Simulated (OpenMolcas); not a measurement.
# W³⁺ among point charges: CASSCF and CASPT2 levels and susceptibility, part 2 of 2

How does a field of 6 point charges split the states of W³⁺, and what χT follows?

OpenMolcas 26.06; ANO-RCC-VDZP, DKH2, active space 3 electrons in 5 orbitals (5d), orbitals: per spin and parity. Surroundings: 6 point charges of -1 e arranged as an octahedron (Oh), 2.3 Å from the ion. The steps go on from the part before.

**6. CASPT2: IPEA 0.25, imaginary shift 0.1 (closed shells correlated: 4f 5s 5p)**

a.inp reads:

```
>>> COPY JOB001 $Project.JobIph
&CASPT2
Multistate=10 1 2 3 4 5 6 7 8 9 10
NoMult
Frozen=14 9
IPEA=0.25
Imaginary=0.1
MaxIter=60
WThr=0.0 0.3 0.05
PrWF=0.5
NoMix
>>> COPY JOB002 $Project.JobIph
&CASPT2
Multistate=40 1 2 3 4 5 6 7 8 9 10 11 12 13 14 15 16 17 18 19 20 21 22
23 24 25 26 27 28 29 30 31 32 33 34 35 36 37 38 39 40
NoMult
Frozen=14 9
IPEA=0.25
Imaginary=0.1
MaxIter=60
WThr=0.0 0.3 0.05
PrWF=0.5
NoMix
```

Output:

```text
Orbital specifications:
      -----------------------

      Symmetry species                           1   2
                                                ag  au
      Frozen orbitals                           14   9
      Inactive orbitals                          1  10
      Active orbitals                            5   0
      Secondary orbitals                        16  13
      Deleted orbitals                           0   0
      Number of basis functions                 36  32
Type of calculation                        SS-CASPT2
      Fock operator                              state-specific
      IPEA shift                                 0.25
      Real shift                                 0.00
      Imaginary shift                            0.10
      The input orbitals will be transformed to quasi-canonical
Reference energy:      -16129.8342097026
      E2 (Non-variational):      -0.7741928114
      Shift correction:          -0.0001189665
      E2 (Variational):          -0.7743117779
      Total energy:          -16130.6085214804
      Residual norm:              0.0000000418
      Reference weight:           0.92376
      Contributions to the CASPT2 correlation energy
      Active & Virtual Only:         -0.0084507906
      One Inactive Excited:          -0.1117793377
      Two Inactive Excited:          -0.6539626831
Reference energy:      -16129.8095860632
      E2 (Non-variational):      -0.7750479039
      Shift correction:          -0.0001203087
      E2 (Variational):          -0.7751682126
      Total energy:          -16130.5847542758
      Residual norm:              0.0000001302
      Reference weight:           0.92349
      Contributions to the CASPT2 correlation energy
      Active & Virtual Only:         -0.0085203924
      One Inactive Excited:          -0.1129675743
      Two Inactive Excited:          -0.6535599372
::    CASPT2 Root  1     Total energy: -16130.60852148
::    CASPT2 Root  2     Total energy: -16130.58475428
::    CASPT2 Root  3     Total energy: -16130.58500776
::    CASPT2 Root  4     Total energy: -16130.58535698
::    CASPT2 Root  5     Total energy: -16130.56682323
::    CASPT2 Root  6     Total energy: -16130.56705912
::    CASPT2 Root  7     Total energy: -16130.56717859
::    CASPT2 Root  8     Total energy: -16130.53301067
::    CASPT2 Root  9     Total energy: -16130.53235399
::    CASPT2 Root 10     Total energy: -16130.53238085
Orbital specifications:
      -----------------------

      Symmetry species                           1   2
                                                ag  au
      Frozen orbitals                           14   9
      Inactive orbitals                          1  10
      Active orbitals                            5   0
      Secondary orbitals                        16  13
      Deleted orbitals                           0   0
      Number of basis functions                 36  32
Type of calculation                        SS-CASPT2
      Fock operator                              state-specific
      IPEA shift                                 0.25
      Real shift                                 0.00
      Imaginary shift                            0.10
      The input orbitals will be transformed to quasi-canonical
Reference energy:      -16129.7728290908
      E2 (Non-variational):      -0.7792856229
      Shift correction:          -0.0002208330
      E2 (Variational):          -0.7795064559
      Total energy:          -16130.5523355467
      Residual norm:              0.0000001210
      Reference weight:           0.91944
      Contributions to the CASPT2 correlation energy
      Active & Virtual Only:         -0.0126885841
      One Inactive Excited:          -0.1107047443
      Two Inactive Excited:          -0.6558922945
Reference energy:      -16129.7728290908
      E2 (Non-variational):      -0.7792142963
      Shift correction:          -0.0002214383
      E2 (Variational):          -0.7794357346
      Total energy:          -16130.5522648254
      Residual norm:              0.0000001197
      Reference weight:           0.91945
      Contributions to the CASPT2 correlation energy
      Active & Virtual Only:         -0.0126937124
      One Inactive Excited:          -0.1106283350
      Two Inactive Excited:          -0.6558922489
::    CASPT2 Root  1     Total energy: -16130.55233555
::    CASPT2 Root  2     Total energy: -16130.55226483
::    CASPT2 Root  3     Total energy: -16130.54945911
::    CASPT2 Root  4     Total energy: -16130.54960902
::    CASPT2 Root  5     Total energy: -16130.54957113
::    CASPT2 Root  6     Total energy: -16130.53686089
::    CASPT2 Root  7     Total energy: -16130.53667954
::    CASPT2 Root  8     Total energy: -16130.53640234
::    CASPT2 Root  9     Total energy: -16130.53638826
::    CASPT2 Root 10     Total energy: -16130.52407555
::    CASPT2 Root 11     Total energy: -16130.52404329
::    CASPT2 Root 12     Total energy: -16130.52403070
::    CASPT2 Root 13     Total energy: -16130.52438376
::    CASPT2 Root 14     Total energy: -16130.52429000
::    CASPT2 Root 15     Total energy: -16130.52438303
::    CASPT2 Root 16     Total energy: -16130.51840655
::    CASPT2 Root 17     Total energy: -16130.51827349
::    CASPT2 Root 18     Total energy: -16130.51301216
::    CASPT2 Root 19     Total energy: -16130.51313270
::    CASPT2 Root 20     Total energy: -16130.51327103
::    CASPT2 Root 21     Total energy: -16130.49565798
::    CASPT2 Root 22     Total energy: -16130.49566614
::    CASPT2 Root 23     Total energy: -16130.49554028
::    CASPT2 Root 24     Total energy: -16130.49610382
::    CASPT2 Root 25     Total energy: -16130.49610317
::    CASPT2 Root 26     Total energy: -16130.49518726
::    CASPT2 Root 27     Total energy: -16130.47698060
::    CASPT2 Root 28     Total energy: -16130.47757240
::    CASPT2 Root 29     Total energy: -16130.47734690
::    CASPT2 Root 30     Total energy: -16130.47508329
```

This run took 6.4 s in all on 1 thread of Arm Neoverse V2, shared host.

SS-CASPT2: lowest energy less the reference's lowest, -0.7743 hartree; reference weights 0.909 to 0.924.

Spin-free states, with their symmetry labels:

```csv
state,degeneracy,E (cm-1),free-ion L (%)
4A2,1,0,F (100)
4T2,3,5154,F (100)
4T1,3,9108,F (94)
2E,2,12339,G (71)
2T1,3,12944,G (58)
2A1,1,15728,G (100)
2T2,3,15809,G (55)
4T1,3,16667,P (94)
2T1,3,18473,H (51)
2T2,3,18539,H (63)
2E,2,19793,H (52)
2T1,3,20934,P (50)
2T2,3,24740,D (63)
2T1,3,24779,H (78)
2A2,1,28789,F (100)
2E,2,28805,D (42)
2T2,3,29301,F (93)
2T1,3,31662,F (92)
2E,2,43856,D (98)
2T2,3,46231,D (95)
```

With spin-orbit coupling:

```csv
E (cm-1),Degeneracy,Label,2S+1,g
0,4,Γ8,4,
5260,4,Γ8,4,
6630,2,Γ7,4,0.24 0.24 0.24
8790,4,Γ8,4,
8810,2,Γ6,4,2.83 2.83 2.83
10820,2,Γ7,4,1.68 1.68 1.68
10990,4,Γ8,2,
12160,4,Γ8,4,
13740,2,Γ6,4,3.97 3.97 3.97
14700,2,Γ6,2,1.30 1.30 1.30
15000,4,Γ8,2,
17150,4,Γ8,4,
18250,2,Γ6,2,0.38 0.38 0.38
18670,4,Γ8,2,
19770,2,Γ7,2,2.01 2.01 2.01
20390,4,Γ8,2,
21140,2,Γ7,4,2.34 2.34 2.34
21150,2,Γ6,2,2.84 2.84 2.84
21240,4,Γ8,4,
23560,2,Γ6,2,1.63 1.63 1.63
23990,4,Γ8,2,
24620,2,Γ7,2,3.38 3.38 3.38
25590,4,Γ8,2,
26140,4,Γ8,2,
```

Powder χT (cm³ K/mol): 0.17 at 2 K, 0.17 at 5 K, 0.18 at 10 K, 0.18 at 20 K, 0.18 at 50 K, 0.19 at 100 K, 0.20 at 150 K, 0.21 at 200 K, 0.22 at 250 K, 0.23 at 300 K.

**7. The methods side by side**

A. CASSCF
B. SS-CASPT2, IPEA 0.25, imaginary shift 0.1 (closed shells correlated: 4f 5s 5p)

```csv
method,ground state,first state of that spin (cm-1),first gap with spin-orbit (cm-1),χT at 300 K
A,4A2,4T2 5404,5329.9,0.25
B,4A2,4T2 5154,5258.5,0.23
```

**8. Results**

The summary covers parts 1 to 2.

| quantity | value |
| --- | --- |
| method | SS-CASPT2, IPEA 0.25, imaginary shift 0.1 (closed shells correlated: 4f 5s 5p) |
| spin-free ground state | 4A2, 1-fold in its orbital part |
| first state of the same spin within the active space | 4T2 at 5150 cm⁻¹ |
| lowest level | 4-fold Γ8 |
| next level | 5258.5 cm⁻¹ |
| χT at 300 K | 0.23 cm³ K/mol |
| effective moment at 300 K | 1.35 μB |

Cost by method:

```csv
method,time of its own steps,time with the reference
A. CASSCF,9.1 s,9.1 s
"B. SS-CASPT2, IPEA 0.25, imaginary shift 0.1, +4f 5s 5p",6.4 s,15 s
```

Times are of one thread on a shared host.

What this shows: The spin-free ground state (4A2) comes to 100 % from free-ion F terms and keeps the highest spin of the shell. χT at 300 K is 0.23, against 1.88 cm³ K/mol for the spin alone, so spin-orbit coupling lowers it. CASPT2 does not keep the components of a term degenerate, and the means are used. The field of point charges can differ much from that of real complexes. This is an electrostatic model: the charges have no orbitals.
